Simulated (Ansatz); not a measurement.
Crystal: NiMoIrPdW.

```
Ni Mo Pd Ir W
1.0
    -1.37004    1.37004    9.71647
     1.37004   -1.37004    9.71647
     1.37004    1.37004   -9.71647
Ni Mo Pd Ir W
1 1 1 1 1
Direct
  0.19862 0.19862 0.00000
  0.60922 0.60922 0.00000
  0.79310 0.79310 0.00000
  0.39944 0.39944 0.00000
  0.99565 0.99565 0.00000
```

The cell was built by a generator and needn't be a form met in nature.

Base run:

- Program: Ansatz 0.2.0
- Functional: PBE
- Potentials or basis: Ansatz PAW
- Cutoff: 420 eV (not typed: the program's choice for these potentials)
- k mesh: 13 × 13 × 13
- Occupations: fermi-dirac, width 0.05 eV
- Spin: collinear spin, ferromagnetic start
- Starting moments: [1.0, 1.0, 0.0, 0.6, 0.0] μB
- Hubbard terms: Ir d U = 2 eV, Mo d U = 2 eV, Ni d U = 2 eV, Pd d U = 2 eV, W d U = 2 eV

Its results: band gap on the k mesh none (metal or under the smearing width); pressure 0.3 GPa; net moment 0.00 μB per cell; largest force 0.068 eV/Å.

**Question.** After a change of settings the same cell gave: band gap on the k mesh none (metal or under the smearing width); pressure -5.5 GPa; net moment 0.00 μB per cell; largest force 0.244 eV/Å. Which change was it?
A. potentials or basis from Ansatz PAW to JTH PAW; cutoff from 420 eV (not typed: the program's choice for these potentials) to 2400 eV (not typed: the program's choice for these potentials); hubbard terms from Ir d U = 2 eV, Mo d U = 2 eV, Ni d U = 2 eV, Pd d U = 2 eV, W d U = 2 eV to none; hubbard projectors from ortho-atomic (the default) to none; valence electrons from 81 to 79
B. functional from PBE to r2SCAN; cutoff from 420 eV (not typed: the program's choice for these potentials) to 500 eV (not typed: the program's choice for these potentials); hubbard terms from Ir d U = 2 eV, Mo d U = 2 eV, Ni d U = 2 eV, Pd d U = 2 eV, W d U = 2 eV to none; hubbard projectors from ortho-atomic (the default) to none
C. hubbard terms from Ir d U = 2 eV, Mo d U = 2 eV, Ni d U = 2 eV, Pd d U = 2 eV, W d U = 2 eV to Ir d U = 4 eV, Mo d U = 4 eV, Ni d U = 4 eV, Pd d U = 4 eV, W d U = 4 eV

**Answer.** B.

Caveats: the magnetic or orbital state may not be the lowest; the starting moments weren't kept; the U is typed as a test and isn't derived for this compound (some runs); spin-orbit coupling is left out, which moves the levels of the heavy elements (some runs); the PAW data sets come from PBE, with cores solved anew for the run's functional, which leaves a small shift of forces and pressure (some runs).
